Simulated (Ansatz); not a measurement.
# NiS (P6_3/mmc): one cell, many starting occupations (series 2), part 2 of 2

How far apart do the states of NiS (P6_3/mmc) lie when only the starting occupations change? Cell and atoms stay fixed.

Ansatz 0.2.0; DFT PBEsol without U, plane waves, PAW. The steps go on from the part before.

## Step 5: Random orbitals: fully mixed, one electron more

File input.yaml:

```yaml
crystal:
  lattice:
    - [3.42500121, 0.0, 0.0]
    - [-1.71250061, 2.96613806, 0.0]
    - [0.0, 0.0, 5.33999987]
  atoms:
    - { symbol: Ni, position: [0.0, 0.0, 0.0], spin: 1.0 }
    - { symbol: Ni, position: [0.0, 0.0, 0.5], spin: 1.0 }
    - { symbol: S, position: [0.3333333333, 0.6666666667, 0.25] }
    - { symbol: S, position: [0.6666666667, 0.3333333333, 0.75] }
basis:
  ecutwfc: 420
  ecutrho_ratio: 4
kpoints:
  mp_grid: { grid: [6, 6, 4] }
hamiltonian:
  xc: pbesol
  hubbard:
    sites:
      - { site: 0, l: d, u_eff: 0.0, starting_ns: [{ spin: up, occupation_matrix: s0up }, { spin: down, occupation_matrix: s0down }] }
      - { site: 1, l: d, u_eff: 0.0, starting_ns: [{ spin: up, occupation_matrix: s1up }, { spin: down, occupation_matrix: s1down }] }
    occupation_matrices:
      s0up:
        matrix:
          - [0.97, 0.0, 0.0, 0.0, 0.0]
          - [0.0, 0.97, 0.0, 0.0, 0.0]
          - [0.0, 0.0, 0.97, 0.0, 0.0]
          - [0.0, 0.0, 0.0, 0.97, 0.0]
          - [0.0, 0.0, 0.0, 0.0, 0.97]
      s0down:
        matrix:
          - [0.84607, -0.14114, 0.03098, -0.15835, 0.23752]
          - [-0.14114, 0.80926, 0.03528, -0.18034, 0.27051]
          - [0.03098, 0.03528, 0.96225, 0.03959, -0.05938]
          - [-0.15835, -0.18034, 0.03959, 0.76766, 0.3035]
          - [0.23752, 0.27051, -0.05938, 0.3035, 0.51475]
      s1up:
        matrix:
          - [0.97, 0.0, 0.0, 0.0, 0.0]
          - [0.0, 0.97, 0.0, 0.0, 0.0]
          - [0.0, 0.0, 0.97, 0.0, 0.0]
          - [0.0, 0.0, 0.0, 0.97, 0.0]
          - [0.0, 0.0, 0.0, 0.0, 0.97]
      s1down:
        matrix:
          - [0.45567, 0.16205, 0.25364, 0.23251, 0.28182]
          - [0.16205, 0.91894, -0.07991, -0.07326, -0.08879]
          - [0.25364, -0.07991, 0.84492, -0.11466, -0.13898]
          - [0.23251, -0.07326, -0.11466, 0.86489, -0.1274]
          - [0.28182, -0.08879, -0.13898, -0.1274, 0.81558]
    ns_hold: { iters: 12 }
scf:
  occupations: { method: gaussian, width: 0.05 }
  lower_state_search: "off"
  max_iter: 150
output:
  forces: true
  stress: true
  eigenvalues: true
  populations: true
  hubbard: { sites: [{ site: 0, l: d }, { site: 1, l: d }] }
magnetization:
  spin_polarized: true
```

The typed matrices put 0.97 on the chosen orbitals and 0.02 on the others, and are held for 12 cycles.

Started as:

```
> ansatz run input.yaml --threads 2 --pin off --max-ram 3072MiB --backend cpu --events-out ev --progress --plain --runs-dir out
```

Standard output (excerpt; [...] marks lines left out):

```text
Warning: crystal.symmetry: narrowed to the stabiliser of the occupation matrices — unitary ops 24 → 2; lowered by the specified shells (site 0, l: d), (site 1, l: d); largest admitted image defect 4.4e-16, smallest excluded 4.3e-1 — at a splitting's scale: the group the occupation [...]
Warning: RAYON_NUM_THREADS=2 ignored (pool sized by the plan → 2); use --threads N
Ni: projections on atomic orbitals take those of the free atom [Ne] 3s2 3p6 3d8 4s2, of charge +0.00 (hamiltonian.pseudopotentials.projection_atoms); the dataset's partial waves leave at most 1.6e-6 of an orbital's norm unspanned inside its sphere
S: projections on atomic orbitals take those of the free atom [Ne] 3s2 3p4, of charge +0.00 (hamiltonian.pseudopotentials.projection_atoms); the dataset's partial waves leave at most 1.6e-7 of an orbital's norm unspanned inside its sphere
[...]
Pseudopotentials: kind: paw
Pseudopotential: Ni, paw, valence charge 18, recommended cutoff 420 eV (normal), Ni.paw.azcp
Pseudopotential: S, paw, valence charge 6, recommended cutoff 420 eV (normal), S.paw.azcp
Functional definition: PBEsol
[...]
Crystal: 4 atoms, lattice volume = 54.249 Å³
Basis set: ecut = 420 eV, 1085 PW (Γ), exchange–correlation on 48×48×72 points (8 copies of the dense FFT grid, shifted against one another)
[...]
WARN: the starting moments were not kept: the SCF closed with an absolute magnetisation of 1.1e-4 μB, where they sum to 2 μB in size (2 sites). That is at most 0.1 of that sum. Measured as dr2_m measures the in/out step, that magnetisation stands 1.4e-8 eV from none, at or under the [...]
WARN: hamiltonian.hubbard: on 2 of 4 specified blocks the occupation matrix of this SCF's result fails the test of the specified filling. At site 0 ↓ (sites count from 0 in the list of atoms of the cell that this SCF solves) the least filled combination of the orbitals specified full has [...]
--- Löwdin populations: 4 sites ---
  site symbol       q [e]    m [muB]
     0     Ni     17.3990    -0.0000
     1     Ni     17.3990     0.0000
     2      S      6.3782    -0.0000
     3      S      6.3782    -0.0000
  spilling = 0.009284 (of n_electrons = 48.000000)
--- Occupation matrices: 2 shells (run DFT+U table (all-electron-ortho-atomic); ε = 2.00e-2, provisional) ---
  Ni0 d_3D: site group D3d (-3m)
  Ni0 d_3D up     Tr n = 4.3942  λ = 0.761 0.761 0.955 0.959 0.959  [2× yz 0.34 Eg(1.00) | 3× z2 0.33 Eg(0.67)]
  Ni0 d_3D dn     Tr n = 4.3943  λ = 0.761 0.761 0.955 0.959 0.959  [2× xz 0.34 Eg(1.00) | 3× z2 0.33 Eg(0.67)]
  specified occupation → Ni0 d_3D up: matrix, ‖Δ‖_F = 0.2967, Tr Δ = +0.4558, displaced = 0.2279, d_λ = 0.2967; orbital distance = 0.0000
  specified occupation → Ni0 d_3D dn: matrix, ‖Δ‖_F = 0.9766, Tr Δ = -0.4943, displaced = 0.6848, d_λ = 0.7701; orbital distance = 1.2087
  Ni1 d_3D: site group D3d (-3m)
  Ni1 d_3D up     Tr n = 4.3943  λ = 0.761 0.761 0.955 0.959 0.959  [2× xz 0.34 Eg(1.00) | 3× z2 0.33 Eg(0.67)]
  Ni1 d_3D dn     Tr n = 4.3942  λ = 0.761 0.761 0.955 0.959 0.959  [2× xz 0.34 Eg(1.00) | 3× z2 0.33 Eg(0.67)]
  specified occupation → Ni1 d_3D up: matrix, ‖Δ‖_F = 0.2967, Tr Δ = +0.4557, displaced = 0.2279, d_λ = 0.2967; orbital distance = 0.0000
  specified occupation → Ni1 d_3D dn: matrix, ‖Δ‖_F = 0.9799, Tr Δ = -0.4942, displaced = 0.6874, d_λ = 0.7700; orbital distance = 1.2193
  Tr n, λ and their labels are of the run-group-symmetrised matrices; stabiliser: 48 of 48 elements of G0×{1,Θ} (closed), max defect 4.9e-5 at τ = 4.2e-3
```

Wall time 79 s (2 threads of Intel Xeon Platinum 8259CL at 2.50GHz (Skylake/Cascade Lake), shared host); peak memory 0.58 GiB.

Result: no gap, pressure -8.7 GPa, no moment over 0.05 μB in any sphere, largest force component 0.00 eV/Å, 2 symmetry operations imposed. The program reports that the typed filling wasn't kept.

How the shells are filled (orbitals counted by the eigenvalues of the occupation matrices):

```
         shell  channel  electrons  over 0.8  0.2 to 0.8  under 0.2
Ni 3d (atom 1)       up       4.39         3           2          0
Ni 3d (atom 1)     down       4.39         3           2          0
```

## Step 6: Random orbitals: drawn by pairs, second filling

File input.yaml:

```yaml
crystal:
  lattice:
    - [3.42500121, 0.0, 0.0]
    - [-1.71250061, 2.96613806, 0.0]
    - [0.0, 0.0, 5.33999987]
  atoms:
    - { symbol: Ni, position: [0.0, 0.0, 0.0], spin: 0.3 }
    - { symbol: Ni, position: [0.0, 0.0, 0.5], spin: 0.3 }
    - { symbol: S, position: [0.3333333333, 0.6666666667, 0.25] }
    - { symbol: S, position: [0.6666666667, 0.3333333333, 0.75] }
basis:
  ecutwfc: 420
  ecutrho_ratio: 4
kpoints:
  mp_grid: { grid: [6, 6, 4] }
hamiltonian:
  xc: pbesol
  hubbard:
    sites:
      - { site: 0, l: d, u_eff: 0.0, starting_ns: [{ spin: up, occupation_matrix: s0up }, { spin: down, occupation_matrix: s0down }] }
      - { site: 1, l: d, u_eff: 0.0, starting_ns: [{ spin: up, occupation_matrix: s1up }, { spin: down, occupation_matrix: s1down }] }
    occupation_matrices:
      s0up:
        matrix:
          - [0.73413, 0.0, -0.41042, 0.0, 0.0]
          - [0.0, 0.97, 0.0, 0.0, 0.0]
          - [-0.41042, 0.0, 0.25587, 0.0, 0.0]
          - [0.0, 0.0, 0.0, 0.97, 0.0]
          - [0.0, 0.0, 0.0, 0.0, 0.97]
      s0down:
        matrix:
          - [0.97, 0.0, 0.0, 0.0, 0.0]
          - [0.0, 0.97, 0.0, 0.0, 0.0]
          - [0.0, 0.0, 0.97, 0.0, 0.0]
          - [0.0, 0.0, 0.0, 0.97, 0.0]
          - [0.0, 0.0, 0.0, 0.0, 0.02]
      s1up:
        matrix:
          - [0.97, 0.0, 0.0, 0.0, 0.0]
          - [0.0, 0.495, 0.0, -0.475, 0.0]
          - [0.0, 0.0, 0.97, 0.0, 0.0]
          - [0.0, -0.475, 0.0, 0.495, 0.0]
          - [0.0, 0.0, 0.0, 0.0, 0.97]
      s1down:
        matrix:
          - [0.73413, 0.0, 0.41042, 0.0, 0.0]
          - [0.0, 0.97, 0.0, 0.0, 0.0]
          - [0.41042, 0.0, 0.25587, 0.0, 0.0]
          - [0.0, 0.0, 0.0, 0.97, 0.0]
          - [0.0, 0.0, 0.0, 0.0, 0.97]
    ns_hold: until_converged
scf:
  occupations: { method: gaussian, width: 0.05 }
  lower_state_search: "off"
  max_iter: 150
output:
  forces: true
  stress: true
  eigenvalues: true
  populations: true
  hubbard: { sites: [{ site: 0, l: d }, { site: 1, l: d }] }
magnetization:
  spin_polarized: true
```

The typed matrices put 0.97 on the chosen orbitals and 0.02 on the others, and are held until the SCF converges, then released.

Started as:

```
> ansatz run input.yaml --threads 2 --pin off --max-ram 3072MiB --backend cpu --events-out ev --progress --plain --runs-dir out
```

Standard output (excerpt; [...] marks lines left out):

```text
Warning: crystal.symmetry: narrowed to the stabiliser of the occupation matrices — unitary ops 24 → 2; lowered by the specified shells (site 0, l: d), (site 1, l: d); largest admitted image defect 4.4e-16, smallest excluded 7.1e-1 — at a splitting's scale: the group the occupation [...]
Warning: RAYON_NUM_THREADS=2 ignored (pool sized by the plan → 2); use --threads N
Ni: projections on atomic orbitals take those of the free atom [Ne] 3s2 3p6 3d8 4s2, of charge +0.00 (hamiltonian.pseudopotentials.projection_atoms); the dataset's partial waves leave at most 1.6e-6 of an orbital's norm unspanned inside its sphere
S: projections on atomic orbitals take those of the free atom [Ne] 3s2 3p4, of charge +0.00 (hamiltonian.pseudopotentials.projection_atoms); the dataset's partial waves leave at most 1.6e-7 of an orbital's norm unspanned inside its sphere
[...]
[... 4 set-up lines as earlier in the session ...]
[...]
Crystal: 4 atoms, lattice volume = 54.249 Å³
Basis set: ecut = 420 eV, 1085 PW (Γ), exchange–correlation on 48×48×72 points (8 copies of the dense FFT grid, shifted against one another)
[...]
WARN: the starting moments were not kept: the SCF closed with an absolute magnetisation of 4.1e-5 μB, where they sum to 0.6 μB in size (2 sites). That is at most 0.1 of that sum. Measured as dr2_m measures the in/out step, that magnetisation stands 1.8e-9 eV from none, at or under the [...]
WARN: hamiltonian.hubbard: on 4 of 4 specified blocks the occupation matrix of this SCF's result fails the test of the specified filling. At site 0 ↑ (sites count from 0 in the list of atoms of the cell that this SCF solves) the least filled combination of the orbitals specified full has [...]
--- Löwdin populations: 4 sites ---
  site symbol       q [e]    m [muB]
     0     Ni     17.3990     0.0000
     1     Ni     17.3990    -0.0000
     2      S      6.3782    -0.0000
     3      S      6.3782    -0.0000
  spilling = 0.009284 (of n_electrons = 48.000000)
--- Occupation matrices: 2 shells (run DFT+U table (all-electron-ortho-atomic); ε = 2.00e-2, provisional) ---
  Ni0 d_3D: site group D3d (-3m)
  Ni0 d_3D up     Tr n = 4.3943  λ = 0.761 0.761 0.955 0.959 0.959  [2× yz 0.34 Eg(1.00) | 3× z2 0.33 Eg(0.67)]
  Ni0 d_3D dn     Tr n = 4.3943  λ = 0.761 0.761 0.955 0.959 0.959  [2× xz 0.34 Eg(1.00) | 3× z2 0.33 Eg(0.67)]
  specified occupation → Ni0 d_3D up: matrix, ‖Δ‖_F = 0.8814, Tr Δ = -0.4943, displaced = 0.6004, d_λ = 0.7701; orbital distance = 0.9966
  specified occupation → Ni0 d_3D dn: matrix, ‖Δ‖_F = 0.9202, Tr Δ = -0.4943, displaced = 0.6356, d_λ = 0.7701; orbital distance = 1.0835
  Ni1 d_3D: site group D3d (-3m)
  Ni1 d_3D up     Tr n = 4.3943  λ = 0.761 0.761 0.955 0.959 0.959  [2× yz 0.34 Eg(1.00) | 3× z2 0.33 Eg(0.67)]
  Ni1 d_3D dn     Tr n = 4.3943  λ = 0.761 0.761 0.955 0.959 0.959  [2× xz 0.34 Eg(1.00) | 3× z2 0.33 Eg(0.67)]
  specified occupation → Ni1 d_3D up: matrix, ‖Δ‖_F = 0.8839, Tr Δ = -0.4943, displaced = 0.6030, d_λ = 0.7701; orbital distance = 1.0000
  specified occupation → Ni1 d_3D dn: matrix, ‖Δ‖_F = 0.8814, Tr Δ = -0.4943, displaced = 0.6004, d_λ = 0.7701; orbital distance = 0.9966
  Tr n, λ and their labels are of the run-group-symmetrised matrices; stabiliser: 48 of 48 elements of G0×{1,Θ} (closed), max defect 1.9e-5 at τ = 4.2e-3
```

It took 53 s on 2 threads of Intel Xeon Platinum 8259CL at 2.50GHz (Skylake/Cascade Lake), shared host; peak memory 0.58 GiB.

Result: no gap, pressure -8.7 GPa, no moment over 0.05 μB in any sphere, largest force component 0.00 eV/Å, 2 symmetry operations imposed. The program reports that the typed filling wasn't kept.

The shells' filling, with natural orbitals sorted by occupation:

```
         shell  channel  electrons  over 0.8  0.2 to 0.8  under 0.2
Ni 3d (atom 1)       up       4.39         3           2          0
Ni 3d (atom 1)     down       4.39         3           2          0
```

## Step 7: The states in order of energy

What follows sums up all 2 parts.

Energies count from the lowest free state and have the smearing extrapolated to zero.

| start | energy (meV/atom) | gap (eV) | pressure (GPa) | largest moment (μB) | SCF cycles | time |
| --- | --- | --- | --- | --- | --- | --- |
| random orbitals: fully mixed, first filling | 0.0 | metal | -8.7 | 0.00 | 43 | 69 s |
| random orbitals: fully mixed, first filling (earlier series) | 0.0 | metal | -8.7 | 0.00 | 31 | 52 s |
| random orbitals: single harmonics, first filling | 0.0 | metal | -8.7 | 0.00 | 32 | 19 s |
| random orbitals: drawn by pairs, second filling | 0.0 | metal | -8.7 | 0.00 | 39 | 53 s |
| random orbitals: single harmonics, second filling | 0.0 | metal | -8.7 | 0.00 | 46 | 48 s |
| random orbitals: fully mixed, one electron more | 0.0 | metal | -8.7 | 0.00 | 45 | 79 s |

The 6 free runs end within about 1 meV/atom of each other. The lowest state found need not be the ground state, and the geometry wasn't relaxed for any of them.
